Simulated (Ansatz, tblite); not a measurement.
# SnHMe2(NHiPr) (C5H15NSn): one state, many levels

The task here is to estimate one member of a computed series from the others.

The runs use Ansatz 0.2.0, Gaussian basis; as each input shows.

Plan: GFN1-xTB, GFN2-xTB, PBE-D4/def2-TZVP, r2SCAN-D4/def2-TZVP, ωB97M-V/def2-TZVP, HSE06-D4/def2-TZVP, BHLYP-D4/def2-TZVP, PBE-D4/def2-SVP, PBE0-D4/def2-SVP, MP2/def2-TZVP, RPA/def2-TZVP.

2 further runs of the same task are left out: 2 set aside as unsound or not needed.

## The relaxed structure

The singlet was relaxed beforehand with PBE-D4/def2-SVP.

22 atoms, charge 0, spin multiplicity 1.

Bond lengths: C1–Sn7 2.168 Å, C1–H9 1.107 Å, C1–H10 1.107 Å, C1–H11 1.107 Å, C2–Sn7 2.170 Å, C2–H12 1.107 Å, C2–H13 1.107 Å, C2–H14 1.107 Å, C3–C4 1.539 Å, C3–C5 1.531 Å, C3–N6 1.464 Å, C3–H16 1.118 Å, C4–H17 1.111 Å, C4–H18 1.111 Å, C4–H19 1.110 Å, C5–H20 1.113 Å, C5–H21 1.108 Å, C5–H22 1.108 Å and more. Angles: Sn7–C1–H9 108.6°, Sn7–C1–H10 110.6°, Sn7–C1–H11 110.2°, H9–C1–H10 109.0°, H9–C1–H11 109.3°, H10–C1–H11 109.1°, Sn7–C2–H12 110.7°, Sn7–C2–H13 109.3°, Sn7–C2–H14 110.0°, H12–C2–H13 109.1°, H12–C2–H14 108.8°, H13–C2–H14 108.9°, C4–C3–C5 111.1°, C4–C3–N6 114.1°, C4–C3–H16 107.2°, C5–C3–N6 110.3°, C5–C3–H16 106.9°, N6–C3–H16 106.9° and more.

Sn takes a core potential in the def2 sets. No spin-orbit coupling is included.

PBE0-D4/def2-TZVP was run before; its log isn't repeated, and its numbers join the tables.

Set-up of the first run:

Tight binding, by tblite at 300 K electronic temperature and without a spin-polarisation term:

```python
tblite.interface.Calculator('GFN1-xTB', numbers, positions, charge=0, uhf=0).singlepoint()
```

Tight binding, by tblite at 300 K electronic temperature and without a spin-polarisation term:

```python
tblite.interface.Calculator('GFN2-xTB', numbers, positions, charge=0, uhf=0).singlepoint()
```

start.molden holds the orbitals of an earlier run on this state, given as this run's starting guess.

in.yaml

```yaml
crystal:
  periodic: [false, false, false]
  atoms:
    - {symbol: C, position_ang: [2.431268, 0.677208, -0.878492]}
    - {symbol: C, position_ang: [-0.211390, 3.083803, -0.785601]}
    - {symbol: C, position_ang: [-1.046378, -1.472329, 0.063561]}
    - {symbol: C, position_ang: [-1.760353, -1.405538, 1.424982]}
    - {symbol: C, position_ang: [0.301387, -2.188052, 0.183741]}
    - {symbol: N, position_ang: [-0.874023, -0.172043, -0.586428]}
    - {symbol: Sn, position_ang: [0.542960, 1.223183, 0.036926]}
    - {symbol: H, position_ang: [0.724801, 1.340318, 1.773110]}
    - {symbol: H, position_ang: [2.244199, 0.398729, -1.933856]}
    - {symbol: H, position_ang: [2.883651, -0.185059, -0.352438]}
    - {symbol: H, position_ang: [3.134605, 1.531988, -0.844355]}
    - {symbol: H, position_ang: [-1.123921, 3.407132, -0.248607]}
    - {symbol: H, position_ang: [-0.452444, 2.939542, -1.856727]}
    - {symbol: H, position_ang: [0.555436, 3.877387, -0.694862]}
    - {symbol: H, position_ang: [-1.784743, 0.294629, -0.688303]}
    - {symbol: H, position_ang: [-1.684444, -2.092917, -0.613774]}
    - {symbol: H, position_ang: [-1.152290, -0.833798, 2.158392]}
    - {symbol: H, position_ang: [-1.944897, -2.416441, 1.846923]}
    - {symbol: H, position_ang: [-2.742151, -0.896300, 1.331696]}
    - {symbol: H, position_ang: [0.970796, -1.656043, 0.896100]}
    - {symbol: H, position_ang: [0.175840, -3.220481, 0.566442]}
    - {symbol: H, position_ang: [0.812090, -2.234900, -0.798420]}
basis:
  gaussian: {orbitals: def2-TZVP, initial_orbitals: start.molden}
hamiltonian: {xc: pbe, dispersion: d4}
scf: {omitted_lower_state_checks: [starts]}
output: {forces: true, orbitals: {seedname: orbitals}}
```

The run is started by

```bash
$ ansatz run in.yaml --threads 4 --pin off --events-out ev --progress --plain --max-ram 4787MiB
```

Among the steps run: PBE-D4/def2-TZVP; r2SCAN-D4/def2-TZVP; ωB97M-V/def2-TZVP; HSE06-D4/def2-TZVP; BHLYP-D4/def2-TZVP; PBE-D4/def2-SVP; PBE0-D4/def2-SVP; MP2/def2-TZVP; RPA/def2-TZVP.

One table of the session follows, with a row left open; its other results are not shown here.

It belongs to the step «Binding energy». 

```
              level  binding an atom (eV)
       HF/def2-TZVP                 2.779
    PBE-D4/def2-SVP                 3.854
   PBE-D4/def2-TZVP                 3.837
r2SCAN-D4/def2-TZVP                 3.776
   PBE0-D4/def2-SVP                 3.810
  PBE0-D4/def2-TZVP                 3.789
 HSE06-D4/def2-TZVP                 3.790
 BHLYP-D4/def2-TZVP                 3.694
  ωB97M-V/def2-TZVP                 3.783
      MP2/def2-TZVP                     ?
```

Estimate the missing values for MP2/def2-TZVP.

**Answer.** binding an atom (eV): 3.663. In the column «binding an atom (eV)» it lies between HF/def2-TZVP (2.779) and BHLYP-D4/def2-TZVP (3.694).

Caveats from the session: Free atoms were run apart at each level; binding is atoms less cluster, divided by the number of atoms, without zero-point or spin-orbit terms.
